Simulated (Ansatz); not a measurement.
**Si₂H₅O₂ radical: a ladder of functionals and wavefunction methods**

The task here is to estimate one member of a computed series from the others.

Computed with Ansatz 0.2.0, Gaussian basis. Level: functionals in def2-TZVPP, the program's frozen cores in correlated methods.

Plan: PBE-D4, r2SCAN-D4, PBE0-D4, B3LYP-D4, ωB97X-V, ωB97M-V, B2PLYP; CCSD(T)/def2-TZVPP; MP2/def2-QZVPP; extrapolation to the limit.

### The geometry

An earlier PBE0-D4 in a triple-zeta def2 set relaxation fixed the geometry.

SMILES `O[SiH][SiH2]O`, 9 atoms, charge 0, spin multiplicity 2.

Atoms are counted from 1 here; the program's logs count them from 0.

Bond lengths: O1–Si2 1.659 Å, O1–H5 0.959 Å, Si2–Si3 2.347 Å, Si2–H6 1.499 Å, Si3–O4 1.653 Å, Si3–H7 1.485 Å, Si3–H8 1.491 Å, O4–H9 0.959 Å. Angles: Si2–O1–H5 117.1°, O1–Si2–Si3 109.2°, O1–Si2–H6 109.5°, Si3–Si2–H6 115.6°, Si2–Si3–O4 109.4°, Si2–Si3–H7 114.6°, Si2–Si3–H8 106.8°, O4–Si3–H7 104.8°, O4–Si3–H8 112.4°, H7–Si3–H8 109.0°, Si3–O4–H9 116.8°.

The first run:

in.yaml

```yaml
crystal:
  periodic: [false, false, false]
  atoms:
    - {symbol: O, position_ang: [0.700125, -0.465994, 2.150107]}
    - {symbol: Si, position_ang: [-0.236179, -0.845234, 0.834674]}
    - {symbol: Si, position_ang: [0.142576, 0.729042, -0.863839]}
    - {symbol: O, position_ang: [-1.139150, 0.729243, -1.908103]}
    - {symbol: H, position_ang: [0.897187, -1.174420, 2.765360]}
    - {symbol: H, position_ang: [-0.008111, -2.277516, 0.454358]}
    - {symbol: H, position_ang: [1.325287, 0.445139, -1.716429]}
    - {symbol: H, position_ang: [0.330361, 2.048177, -0.195238]}
    - {symbol: H, position_ang: [-2.012097, 0.811573, -1.520880]}
basis:
  gaussian: {orbitals: def2-TZVPP}
magnetization: {spin_polarized: true, initial_magnetization: 1}
hamiltonian: {xc: pbe, dispersion: d4}
output: {forces: true, orbitals: {seedname: orbitals}}
```

Run with:

```
> ansatz run in.yaml --threads 2 --pin off --events-out ev --progress --plain --max-ram 22528MiB --backend cpu
```

Among the steps run: PBE-D4 (GGA); r2SCAN-D4 (meta-GGA); PBE0-D4 (hybrid); B3LYP-D4 (hybrid); ωB97X-V (range-separated); ωB97M-V (range-separated); B2PLYP (double hybrid); CCSD(T) in def2-TZVPP; MP2 in def2-QZVPP.

One table of the session follows, with a row left open; its other results are not shown here.

It belongs to the step «Atomisation energies». 

```
            method  atomisation energy (kcal/mol)
            PBE-D4                          717.6
         r2SCAN-D4                          716.0
           PBE0-D4                          703.9
          B3LYP-D4                          711.1
           ωB97X-V                          716.5
           ωB97M-V                              ?
            B2PLYP                          703.2
     HF/def2-TZVPP                          509.6
    MP2/def2-TZVPP                          703.8
   CCSD/def2-TZVPP                          683.1
CCSD(T)/def2-TZVPP                          692.8
           MP2/CBS                          727.3
       CCSD(T)/CBS                          716.3
```

Estimate the missing values for ωB97M-V.

**Answer.** atomisation energy (kcal/mol): 712.7. In the column «atomisation energy (kcal/mol)» it lies between B3LYP-D4 (711.1) and r2SCAN-D4 (716.0).

Limits of these values: Free atoms (2 O, 2 Si, 5 H) were run apart at each level; the atomisation energy is their sum less the molecule, without zero-point or spin-orbit terms.
